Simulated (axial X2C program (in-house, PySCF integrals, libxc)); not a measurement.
# AsP: properties at the nuclei

Wanted for AsP: properties at the nuclei, at the two-component level.

Method: two-component X2C with atomic mean-field terms, As dyall-cv3z, P dyall-v3z; program: an in-house X2C program for linear molecules on PySCF integrals.

All values are calculated.

**1. Set-up**

File task.json:

```json
{
 "zs": [
  33,
  15
 ],
 "q": 0,
 "bas": [
  "dyall-cv3z",
  "dyall-v3z"
 ],
 "r0": 2.16,
 "levels": [
  "PBE0",
  "HF",
  "LDA",
  "BP86",
  "BHandHLYP"
 ],
 "nst": 3
}
```

Keys: zs atomic numbers; q charge; bas basis sets; r0 starting distance in Å; levels methods (HF also brings MP2); nst determinants followed.

Launch:

```
$ python soeom.py task.json out
```

The runs that follow: Expectation values, lowest determinant.

What does the calculation give? Wanted: lowest determinant; qzz As; qzz P; μ.

The runs gave:

| quantity | value |
| --- | --- |
| lowest determinant | Ω = 0 (closed shell) |
| qzz As (a.u.), PBE0 | -3.67 |
| qzz P (a.u.), PBE0 | -1.46 |
| μ (D), PBE0 | -0.56 |

What this shows: The expectation values come from single determinants, which for open shells can mix terms of unlike spin or miss the lowest Ω, so a determinant need not be a state. qzz is the electric field gradient, eQq0 = 234.96 MHz × Q/barn × qzz; μ is positive if P is the positive end. The operators were transformed with the bare-nucleus X2C matrices.
